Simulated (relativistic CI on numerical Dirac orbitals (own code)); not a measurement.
# Al: one ion under different settings

Aim: see what numerical and physical settings do to the SCF, the total energy and the lowest levels of Al.

The numbers are computed with relativistic CI on numerical Dirac orbitals (own code) version 3 (Dirac-Coulomb-Breit CI, KLI orbitals optimised for each configuration, model QED (radiative potential, 1s self-energy scaled to tabulated hydrogen-like ionisation energies), numerical settings as typed), except any that are marked as measured or tabulated.

**1. Starting point**

```
ion            : Al (Al I)
nuclear charge : 13
electrons      : 13
isotope        : A = 27
```

**2. The usual input**

The run's settings:

```ini
atom Al  Z=13  charge=0  electrons=13
nucleus A=27  rms_radius_fm=3.0610
hamiltonian dirac-coulomb  breit=on  qed=on  c_scale=1
orbitals kli  potential=per-configuration
slater_scale 1
correlation none
mixing on
grid step=0.0125 r_max=102.8
scf mixing=0.4 start=green max_iterations=150 tolerance=2e-08 node_fill=0.05
configurations
  [Ne] 3s2 3p
end
```

The run is started by

```bash
> python run_levels.py task.json out
```

One command runs all members of the session, one after another, from task.json.

**3. Grid step 0.02**

The settings differ from step 2 so:

```diff
@@ -7,3 +7,3 @@
 mixing on
-grid step=0.0125 r_max=102.8
+grid step=0.02 r_max=102.8
 scf mixing=0.4 start=green max_iterations=150 tolerance=2e-08 node_fill=0.05
```

**4. QED terms off, speed-of-light factor 2, grid step 0.02**

The settings differ from step 3 so:

```diff
@@ -2,3 +2,3 @@
 nucleus A=27  rms_radius_fm=3.0610
-hamiltonian dirac-coulomb  breit=on  qed=on  c_scale=1
+hamiltonian dirac-coulomb  breit=on  qed=off  c_scale=2
 orbitals kli  potential=per-configuration
```

**5. QED terms off**

The run's settings:

```ini
atom Al  Z=13  charge=0  electrons=13
nucleus A=27  rms_radius_fm=3.0610
hamiltonian dirac-coulomb  breit=on  qed=off  c_scale=1
orbitals kli  potential=per-configuration
slater_scale 1
correlation none
mixing on
grid step=0.0125 r_max=102.8
scf mixing=0.4 start=green max_iterations=150 tolerance=2e-08 node_fill=0.05
configurations
  [Ne] 3s2 3p
end
```

**6. Potential mixing 0.7, tolerance 1e-10**

The run's settings:

```ini
atom Al  Z=13  charge=0  electrons=13
nucleus A=27  rms_radius_fm=3.0610
hamiltonian dirac-coulomb  breit=on  qed=on  c_scale=1
orbitals kli  potential=per-configuration
slater_scale 1
correlation none
mixing on
grid step=0.0125 r_max=102.8
scf mixing=0.7 start=green max_iterations=150 tolerance=1e-10 node_fill=0.05
configurations
  [Ne] 3s2 3p
end
```

**7. Grid step 0.08**

The settings differ from step 6 so:

```diff
@@ -7,4 +7,4 @@
 mixing on
-grid step=0.0125 r_max=102.8
-scf mixing=0.7 start=green max_iterations=150 tolerance=1e-10 node_fill=0.05
+grid step=0.08 r_max=102.8
+scf mixing=0.4 start=green max_iterations=54 tolerance=2e-08 node_fill=0.05
 configurations
```

(Steps that only read results are left out.)

What does the calculation give? Wanted: lowest level, usual settings; total energy; first excitation.

The runs gave:

| setting | total energy less usual (Ha) | largest shift of a level among the lowest eight of both runs, same label and place (cm⁻¹) | SCF iterations | time | lowest level | kind of change |
| --- | --- | --- | --- | --- | --- | --- |
| usual | 0 | 0 | 11 | 0.054 s | 3p 2P°1/2 | - |
| grid step 0.02 | 2.59e-05 | 0 | 11 | 0.034 s | 3p 2P°1/2 | numerical |
| QED terms off, speed-of-light factor 2, grid step 0.02 | 0.282 | 83.2 | 11 | 0.018 s | 3p 2P°1/2 | unphysical constant |
| QED terms off | -0.0275 | 0.311 | 11 | 0.024 s | 3p 2P°1/2 | model term |
| potential mixing 0.7, tolerance 1e-10 | 0 | 0 | 11 | 0.053 s | 3p 2P°1/2 | numerical |
| grid step 0.08 | 0.000221 | 0.0151 | 10 | 0.016 s | 3p 2P°1/2 | unsound |

| quantity | value |
| --- | --- |
| lowest level, usual settings | 3p 2P°1/2 |
| total energy | -242.2570 Ha |
| first excitation | 110.7 cm⁻¹ |

What this shows: Among the runs whose levels can be followed, they move most under «QED terms off, speed-of-light factor 2, grid step 0.02» (unphysical constant), by up to 83.2 cm⁻¹. No visible change in the result comes from «potential mixing 0.7, tolerance 1e-10». Only the listed configurations are in the model. Near neutrality, missing correlation can shift configurations against each other by thousands of cm⁻¹.
